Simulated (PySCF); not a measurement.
# [Lu(NH3)2]3+: other functionals and bases at one geometry

How far do other levels of theory move the description of [Lu(NH3)2]3+, and what does each cost? The species was built from a template and needn't be a known compound.

Computed with PySCF 2.14.0. Level: several levels, as the steps say, no spin–orbit coupling.

3 further runs of the same task are left out: 2 for a known fault of the program, 1 that didn't finish.

### Step 1. The system as given

9 atoms, charge 3, spin multiplicity 1.

Bond lengths: Lu1–N2 2.292 Å, Lu1–N6 2.291 Å, N2–H3 1.043 Å, N2–H4 1.042 Å, N2–H5 1.043 Å, N6–H7 1.043 Å, N6–H8 1.043 Å, N6–H9 1.042 Å. Angles: N2–Lu1–N6 110.8°, Lu1–N2–H3 115.6°, Lu1–N2–H4 116.8°, Lu1–N2–H5 115.2°, H3–N2–H4 102.5°, H3–N2–H5 102.2°, H4–N2–H5 102.5°, Lu1–N6–H7 115.1°, Lu1–N6–H8 116.1°, Lu1–N6–H9 116.4°, H7–N6–H8 102.3°, H7–N6–H9 102.4°, H8–N6–H9 102.5°.

Geometry (Å):

```
atom     x (Å)     y (Å)     z (Å)
 Lu1   0.82407  -0.76399  -0.00020
  N2  -0.13305   0.11945   1.88577
  H3   0.44657   0.81843   2.39947
  H4  -1.03638   0.62322   1.76204
  H5  -0.36029  -0.57095   2.63377
  N6  -0.12599   0.12472  -1.88655
  H7   0.37058  -0.09421  -2.77726
  H8  -1.10128  -0.17918  -2.09560
  H9  -0.20099   1.16338  -1.92144
```

Formal oxidation states: Lu +3. Each metal's 14 4f electrons lie in its core potential, so multiplicities, spins and levels count the valence alone. An earlier session relaxed this geometry at PBE0, Lu lcecp-1-SVP with ECP60, N def2-SVP, H def2-SVP (singlet, point group C1).

At PBE0 on the finer grid: E = -151.707714 Eh, HOMO -26.47 eV, LUMO -18.51 eV, Mulliken charge on Lu1 +2.04 e, largest force component 0.017 eV/Å. 

Levels to run: B3LYP; HF; TPSSh; BP86; PBE0, TZVP. Hardware: 2 threads of Intel Xeon 6975P-C (Granite Rapids), shared host.

### Step 2. B3LYP

run.py (the lines that set the calculation) reads:

```python
mol = gto.M(atom='''
Lu     0.82407    -0.76399    -0.00020
N     -0.13305     0.11945     1.88577
H      0.44657     0.81843     2.39947
H     -1.03638     0.62322     1.76204
H     -0.36029    -0.57095     2.63377
N     -0.12599     0.12472    -1.88655
H      0.37058    -0.09421    -2.77726
H     -1.10128    -0.17918    -2.09560
H     -0.20099     1.16338    -1.92144''',
    basis={'Lu': 'lcecp-1-SVP', 'N': 'def2-SVP', 'H': 'def2-SVP'},
    ecp={'Lu': 'lcecp-1-SVP'},
    charge=3, spin=0)
mf = dft.RKS(mol, xc='B3LYP')
mf.grids.atom_grid = (75, 302)  # f atoms: unpruned, at least (60, 302)
mf = mf.density_fit()  # fitting sets: Lu AutoAux, N def2-universal-JKFIT, H def2-universal-JKFIT
mf.conv_tol = 1e-08; mf.max_cycle = 55
mf.kernel(dm0)  # dm0: the density of the relaxed state
```

Launch:

```sh
$ OMP_NUM_THREADS=2 python run.py
```

### Step 3. HF

Edit run.py (the lines that set the calculation) of step 2 so:

```diff
@@ -13,4 +13,3 @@
     charge=3, spin=0)
-mf = dft.RKS(mol, xc='B3LYP')
-mf.grids.atom_grid = (75, 302)  # f atoms: unpruned, at least (60, 302)
+mf = scf.RHF(mol)
 mf = mf.density_fit()  # fitting sets: Lu AutoAux, N def2-universal-JKFIT, H def2-universal-JKFIT
```

### Step 4. TPSSh

Edit run.py (the lines that set the calculation) of step 3 so:

```diff
@@ -13,3 +13,4 @@
     charge=3, spin=0)
-mf = scf.RHF(mol)
+mf = dft.RKS(mol, xc='TPSSH')
+mf.grids.atom_grid = (75, 302)  # f atoms: unpruned, at least (60, 302)
 mf = mf.density_fit()  # fitting sets: Lu AutoAux, N def2-universal-JKFIT, H def2-universal-JKFIT
```

### Step 5. BP86

Edit run.py (the lines that set the calculation) of step 4 so:

```diff
@@ -13,3 +13,3 @@
     charge=3, spin=0)
-mf = dft.RKS(mol, xc='TPSSH')
+mf = dft.RKS(mol, xc='B88,P86')
 mf.grids.atom_grid = (75, 302)  # f atoms: unpruned, at least (60, 302)
```

### Step 6. PBE0, TZVP

Basis: Lu lcecp-1-TZVP with ECP60, N def2-TZVP, H def2-TZVP. 

Edit run.py (the lines that set the calculation) of step 5 so:

```diff
@@ -10,6 +10,6 @@
 H     -0.20099     1.16338    -1.92144''',
-    basis={'Lu': 'lcecp-1-SVP', 'N': 'def2-SVP', 'H': 'def2-SVP'},
-    ecp={'Lu': 'lcecp-1-SVP'},
+    basis={'Lu': 'lcecp-1-TZVP', 'N': 'def2-TZVP', 'H': 'def2-TZVP'},
+    ecp={'Lu': 'lcecp-1-TZVP'},
     charge=3, spin=0)
-mf = dft.RKS(mol, xc='B88,P86')
+mf = dft.RKS(mol, xc='PBE0')
 mf.grids.atom_grid = (75, 302)  # f atoms: unpruned, at least (60, 302)
@@ -17,2 +17,2 @@
 mf.conv_tol = 1e-08; mf.max_cycle = 55
-mf.kernel(dm0)  # dm0: the density of the relaxed state
+mf.kernel(dm0)  # dm0: free metal ions and neutral atoms
```

**Question.** What will these runs give? Wanted: for each run, HOMO; gap; charge on Lu1; dipole; largest force.

As calculated:

| level | state | HOMO (eV) | gap (eV) | charge on Lu1 (e) | dipole (D) | largest force (eV/Å) | basis functions | time |
| --- | --- | --- | --- | --- | --- | --- | --- | --- |
| PBE0 (relaxed here) | singlet | -26.47 | 7.96 | 2.04 | 4.00 | 0.02 | 91 | 10 s |
| B3LYP | singlet | -26.18 | 7.19 | 2.00 | 4.05 | 0.13 | 91 | 4 s |
| HF | singlet | -30.08 | 14.76 | 2.26 | 3.30 | 0.99 | 91 | 1.4 s |
| TPSSh | singlet | -25.64 | 6.79 | 2.03 | 4.03 | 0.13 | 91 | 6.2 s |
| BP86 | singlet | -25.07 | 5.81 | 1.95 | 4.28 | 0.42 | 91 | 4.5 s |
| PBE0, TZVP | singlet | -26.37 | 7.94 | 2.22 | 4.04 | 0.32 | 145 | 8.8 s |

Times are on 2 threads of Intel Xeon 6975P-C (Granite Rapids), shared host; the first row also made further properties. The dipole of a charged species depends on the origin, so these sizes hold for this origin alone.

In one basis the HOMO–LUMO gap runs from 5.81 eV (BP86) to 14.76 eV (HF). The largest leftover force, 0.99 eV/Å with HF, stands at a geometry relaxed at another level. The Mulliken charge on Lu spans +1.95 to +2.26 e over the levels. With 4f in the core, its levels are missing from HOMO and gap. Total energies of different levels can't be compared. Spin–orbit coupling is left out throughout.
